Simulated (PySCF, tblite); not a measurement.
# phenylmethanimine (C₇H₇N): dynamics, then NMR shifts on frames

Aim: move phenylmethanimine (C₇H₇N) (`[H]/N=C\c1ccccc1`) away from its starting geometry and see how NMR shifts follow the geometry.

Computed with tblite 0.8.0 and PySCF 2.14.0, with density-fitted response routines of our own, on a single molecule in the gas phase. Atoms are numbered from 0 throughout.

### Step 1. Starting geometry

15 atoms, charge 0, multiplicity 1; geometry from: GFN2-xTB.

Bonds of the start (Å): N0–C1 1.26, C1–C2 1.47, C2–C3 1.40, C3–C4 1.38, C4–C5 1.39, C5–C6 1.39, C6–C7 1.38, C7–C2 1.40, N0–H8 1.02, C1–H9 1.09, C3–H10 1.08, C4–H11 1.08, C5–H12 1.08, C6–H13 1.08, C7–H14 1.08.

### Step 2. Thermal motion with GFN2-xTB

Job settings and geometry (Å):

```
{"job": {"kind": "md", "xc": "GFN2-xTB", "basis": "xTB", "temperature": 400, "steps": 2000, "every": 50, "frames": 5}, "charge": 0, "multiplicity": 1}
N      2.984957    -0.772873    -0.150759
C      2.154570     0.158395     0.017048
C      0.687334     0.115967     0.014981
C     -0.017560    -1.070131    -0.190820
C     -1.398848    -1.076778    -0.185166
C     -2.097959     0.100668     0.026419
C     -1.410378     1.286263     0.231829
C     -0.028831     1.294576     0.226475
H      2.579359    -1.694530    -0.311871
H      2.584012     1.143529     0.189407
H      0.518323    -1.994617    -0.357294
H     -1.934254    -2.001201    -0.345527
H     -3.177673     0.094479     0.030323
H     -1.954788     2.204491     0.396868
H      0.507322     2.219753     0.386177
```

With the program's defaults for keys left out, this is: GFN2-xTB Langevin dynamics, gas phase.

On the command line:

```
$ OMP_NUM_THREADS=1 python probes_run.py task.json out
```

The driver reads the jobs from task.json and runs them one after another.

Standard output:

```text
t/fs     T/K      E/eV
    0.0   319.0   -583.06470
   25.0   218.0   -582.57224
   50.0   378.3   -582.65389
   75.0   419.8   -582.73556
  100.0   382.1   -582.60307
  125.0   409.5   -582.59748
  150.0   386.0   -582.50453
  175.0   304.3   -582.55631
  200.0   302.1   -582.51365
  225.0   394.5   -582.46378
  250.0   329.4   -582.55891
  275.0   233.1   -582.42985
  300.0   348.5   -582.52778
  325.0   292.1   -582.48529
  350.0   409.4   -582.58723
  375.0   307.1   -582.46548
  400.0   287.1   -582.28325
  425.0   382.5   -582.37979
  450.0   364.7   -582.45164
  475.0   474.4   -582.51105
  500.0   316.1   -582.26767
  525.0   486.4   -582.17774
  550.0   384.1   -582.10172
  575.0   436.9   -582.46542
  600.0   440.2   -582.60765
  625.0   347.8   -582.47128
  650.0   535.9   -582.64596
  675.0   402.3   -582.09208
  700.0   425.0   -582.22933
  725.0   463.3   -582.34283
  750.0   494.6   -582.15284
  775.0   543.3   -582.32494
  800.0   584.3   -582.53465
  825.0   443.1   -582.40921
  850.0   377.1   -582.10170
  875.0   509.9   -582.41813
  900.0   442.3   -582.34539
  925.0   426.8   -582.39262
  950.0   477.7   -582.66645
  975.0   372.5   -582.42963
 1000.0   279.1   -582.11036
```

Run time: 18 s. Hardware: 1 thread of Arm Neoverse N1, shared host; peak memory 0.18 GiB.

Distance from the start (root mean square after alignment): 0 fs 0.00 Å, 200 fs 0.13 Å, 400 fs 0.40 Å, 600 fs 0.09 Å, 800 fs 0.15 Å, 1000 fs 0.42 Å.

Positions (Å) and forces (eV/Å) at 1000 fs:

```xyz
15

N     2.540    1.104    0.748   -0.760   -3.103    3.882
C     1.700    0.212    1.166    0.855    0.906    1.298
C     0.441   -0.176    0.543   -0.617   -0.181    0.436
C     0.335   -0.205   -0.832   -3.150   -0.834   -0.628
C    -0.984   -0.370   -1.393    0.513    0.285    1.540
C    -2.134   -0.337   -0.543   -0.616   -0.334   -1.381
C    -2.016   -0.326    0.842    0.866    0.640   -0.045
C    -0.712   -0.365    1.355    0.172    0.907    0.756
H     2.338    1.394   -0.134   -0.639    1.212   -3.181
H     1.762   -0.205    2.230    0.528    0.740   -1.305
H     1.179   -0.300   -1.471    0.407    0.371   -0.281
H    -0.984   -0.449   -2.473   -0.613   -0.015    0.159
H    -3.248   -0.398   -0.878    2.249    0.219   -0.151
H    -2.934   -0.088    1.428    1.090   -0.802   -0.197
H    -0.533   -0.360    2.456   -0.285   -0.011   -0.902
```

### Step 3. NMR shieldings: 250 fs, PBE0/pcSseg-1

Job settings and geometry (Å):

```
{"job": {"kind": "nmr", "xc": "PBE0", "basis": "pcSseg-1", "pop": false}, "charge": 0, "multiplicity": 1}
N      2.364700    -0.935800    -0.852100
C      1.708800     0.034000    -0.454500
C      0.314600     0.082000    -0.014200
C     -0.493500    -1.010600    -0.236700
C     -1.900000    -0.864700     0.027000
C     -2.368700     0.332300     0.435800
C     -1.526500     1.441900     0.548300
C     -0.222300     1.332700     0.392600
H      1.919200    -1.865200    -0.803400
H      2.276700     0.972200    -0.372400
H     -0.177300    -1.944200    -0.732000
H     -2.636300    -1.674500    -0.253500
H     -3.417600     0.432200     0.688700
H     -1.914700     2.431700     0.640400
H      0.480900     2.181900     0.333200
```

With the program's defaults for keys left out, this is: GIAO PBE0/pcSseg-1 NMR shielding, non-relativistic, gas phase.

Standard output:

```text
coarse grid: 13008 points
cycle   1  E = -325.1435573395  dE =  1.471e+00  |g| = 4.467e-01  |ddm| = 3.848e+00
cycle   2  E = -325.1116234794  dE =  3.193e-02  |g| = 6.068e-01  |ddm| = 1.382e+00
cycle   3  E = -325.1919656439  dE = -8.034e-02  |g| = 1.229e-01  |ddm| = 7.609e-01
cycle   4  E = -325.1953648155  dE = -3.399e-03  |g| = 3.662e-02  |ddm| = 1.592e-01
cycle   5  E = -325.1956715769  dE = -3.068e-04  |g| = 1.041e-02  |ddm| = 5.805e-02
cycle   6  E = -325.1956947486  dE = -2.317e-05  |g| = 4.314e-03  |ddm| = 1.327e-02
cycle   7  E = -325.1956997244  dE = -4.976e-06  |g| = 8.939e-04  |ddm| = 4.931e-03
final grid: 127056 points
cycle   8  E = -325.2410675440  dE = -2.921e-05  |g| = 7.068e-03  |ddm| = 4.475e-02
cycle   9  E = -325.2410659046  dE =  1.639e-06  |g| = 7.729e-03  |ddm| = 1.756e-02
cycle  10  E = -325.2410803988  dE = -1.449e-05  |g| = 1.244e-03  |ddm| = 8.982e-03
cycle  11  E = -325.2410807617  dE = -3.628e-07  |g| = 3.501e-04  |ddm| = 1.538e-03
cycle  12  E = -325.2410807902  dE = -2.858e-08  |g| = 7.221e-05  |ddm| = 4.375e-04
cycle  13  E = -325.2410807913  dE = -1.025e-09  |g| = 2.953e-05  |ddm| = 9.356e-05
cycle  14  E = -325.2410807914  dE = -1.814e-10  |g| = 1.276e-05  |ddm| = 4.113e-05
converged SCF energy = -325.2410807914

GIAO shielding tensors (ppm)
atom      isotropic    diamagn.    paramagn.     s11        s22        s33       span
  0 N      -69.745     324.744    -394.489   -389.179    -82.160    262.103    651.282
  1 C       19.360     247.716    -228.356    -85.367     36.826    106.622    191.989
  2 C       45.600     261.643    -216.044    -52.835     20.232    169.403    222.238
  3 C       51.390     253.183    -201.793    -59.949     33.237    180.883    240.833
  4 C       45.227     254.414    -209.187    -68.351     35.563    168.471    236.822
  5 C       53.961     253.875    -199.915    -54.254     40.284    175.852    230.106
  6 C       57.976     254.514    -196.538    -48.775     42.202    180.501    229.275
  7 C       51.681     252.680    -200.999    -50.671     40.222    165.490    216.161
  8 H       19.798      35.116     -15.318     11.331     21.637     26.426     15.095
  9 H       23.219      29.256      -6.037     19.769     23.409     26.479      6.710
 10 H       23.256      33.265     -10.009     19.426     22.809     27.533      8.108
 11 H       23.173      28.817      -5.644     19.567     23.991     25.961      6.394
 12 H       24.214      29.161      -4.947     20.677     24.889     27.076      6.399
 13 H       24.446      30.131      -5.686     20.782     24.929     27.627      6.845
 14 H       23.841      32.037      -8.196     20.847     23.872     26.804      5.956
```

It took 35 s on 1 thread of Arm Neoverse N1, shared host; peak memory 0.76 GiB.

Shifts follow as δ = σ(reference) − σ, with reference shieldings (ppm) from runs at the same level and on the same kind of geometry: 1H TMS 31.72, 13C TMS 186.9, 15N NH3 267.7. The references are single molecules in the gas phase, so shifts against H2O, NH3, PH3, H3PO4 or CFCl3 are not on the usual liquid scales and can be off by tens of ppm. Each atom is listed at this fixed geometry, with no averaging over motion; a spectrum would average atoms that exchange fast.

```csv
atoms,environment,σ (ppm),δ (ppm)
C1,C=N carbon,19.4,167.6
C4,aromatic CH,45.2,141.7
C2,substituted aromatic carbon,45.6,141.3
C3,aromatic CH,51.4,135.5
C7,aromatic CH,51.7,135.2
C5,aromatic CH,54.0,133.0
C6,aromatic CH,58.0,128.9
H8,hydrogen on an imine nitrogen,19.80,11.92
H11,hydrogen on an aromatic CH,23.17,8.54
H9,hydrogen on a C=N carbon,23.22,8.50
H10,hydrogen on an aromatic CH,23.26,8.46
H14,hydrogen on an aromatic CH,23.84,7.88
H12,hydrogen on an aromatic CH,24.21,7.50
H13,hydrogen on an aromatic CH,24.45,7.27
N0,imine nitrogen,-69.7,337.5
```

Ring of atoms C2, C3, C4, C5, C6, C7: NICS(0) -7.9, NICS(1) -10.9, NICS(1)zz -27.0 ppm (means of both faces; NICS(1) differs between them: -12.2 and -9.5).

The two faces differ (NICS(1)zz -30.3 and -23.7 ppm).

### Step 4. Nuclear shieldings: 425 fs, PBE0/pcSseg-1

Job settings and geometry (Å):

```
{"job": {"kind": "nmr", "xc": "PBE0", "basis": "pcSseg-1", "pop": false}, "charge": 0, "multiplicity": 1}
N      2.392200    -0.260600    -0.982700
C      1.620900     0.224500    -0.104300
C      0.264200    -0.111800     0.209300
C     -0.230900    -1.365000    -0.011600
C     -1.644200    -1.559400     0.213700
C     -2.394300    -0.492300     0.695100
C     -1.847200     0.789900     0.809500
C     -0.491500     0.983700     0.566800
H      1.982300    -0.974400    -1.490600
H      2.032000     1.001200     0.481600
H      0.451200    -2.199700    -0.247500
H     -2.314700    -2.435900     0.147600
H     -3.493400    -0.728700     0.805500
H     -2.428400     1.635900     1.123100
H      0.059200     1.958900     0.631800
```

Level: GIAO PBE0/pcSseg-1 NMR shielding, non-relativistic, gas phase.

Standard output:

```text
coarse grid: 13008 points
cycle   1  E = -325.1419492915  dE =  1.413e+00  |g| = 4.247e-01  |ddm| = 3.826e+00
cycle   2  E = -325.1088670912  dE =  3.308e-02  |g| = 5.973e-01  |ddm| = 1.318e+00
cycle   3  E = -325.1861757928  dE = -7.731e-02  |g| = 1.213e-01  |ddm| = 7.332e-01
cycle   4  E = -325.1894605253  dE = -3.285e-03  |g| = 3.919e-02  |ddm| = 1.559e-01
cycle   5  E = -325.1898012015  dE = -3.407e-04  |g| = 1.298e-02  |ddm| = 6.000e-02
cycle   6  E = -325.1898414356  dE = -4.023e-05  |g| = 4.219e-03  |ddm| = 1.535e-02
cycle   7  E = -325.1898461756  dE = -4.740e-06  |g| = 9.588e-04  |ddm| = 4.936e-03
final grid: 127056 points
cycle   8  E = -325.2357930939  dE = -3.301e-05  |g| = 7.081e-03  |ddm| = 4.972e-02
cycle   9  E = -325.2357909300  dE =  2.164e-06  |g| = 7.870e-03  |ddm| = 1.720e-02
cycle  10  E = -325.2358057417  dE = -1.481e-05  |g| = 1.505e-03  |ddm| = 9.111e-03
cycle  11  E = -325.2358062864  dE = -5.446e-07  |g| = 3.630e-04  |ddm| = 1.720e-03
cycle  12  E = -325.2358063164  dE = -3.000e-08  |g| = 8.434e-05  |ddm| = 4.961e-04
cycle  13  E = -325.2358063178  dE = -1.432e-09  |g| = 3.117e-05  |ddm| = 1.073e-04
cycle  14  E = -325.2358063180  dE = -1.951e-10  |g| = 1.364e-05  |ddm| = 4.344e-05
converged SCF energy = -325.2358063180

GIAO shielding tensors (ppm)
atom      isotropic    diamagn.    paramagn.     s11        s22        s33       span
  0 N      -88.456     324.983    -413.440   -423.868   -101.303    259.802    683.670
  1 C        7.431     248.680    -241.249   -107.535     15.241    114.586    222.121
  2 C       47.861     264.636    -216.775    -44.909     13.334    175.158    220.067
  3 C       58.458     250.338    -191.879    -40.871     38.276    177.970    218.841
  4 C       40.875     253.262    -212.387    -74.773     23.826    173.574    248.348
  5 C       41.904     256.482    -214.577    -77.141     38.535    164.319    241.460
  6 C       52.288     252.703    -200.416    -51.772     28.098    180.536    232.308
  7 C       49.460     253.685    -204.225    -56.559     38.127    166.813    223.373
  8 H       20.999      38.332     -17.333      8.959     24.326     29.713     20.754
  9 H       23.476      30.755      -7.279     20.012     22.718     27.698      7.686
 10 H       23.525      31.692      -8.168     20.304     23.533     26.737      6.433
 11 H       23.016      28.842      -5.826     19.434     22.778     26.837      7.403
 12 H       23.114      28.205      -5.091     19.440     23.484     26.417      6.977
 13 H       24.130      29.979      -5.849     20.952     24.336     27.102      6.150
 14 H       23.373      31.583      -8.210     20.298     22.963     26.858      6.561
```

Run time: 35 s. Hardware: 1 thread of Arm Neoverse N1, shared host; peak memory 0.78 GiB.

This run: δ C1 179.5, C4 146.0, C5 145.0, C2 139.1, H8 10.72, H11 8.70 ppm.

(Part 1 of 2 ends here.)
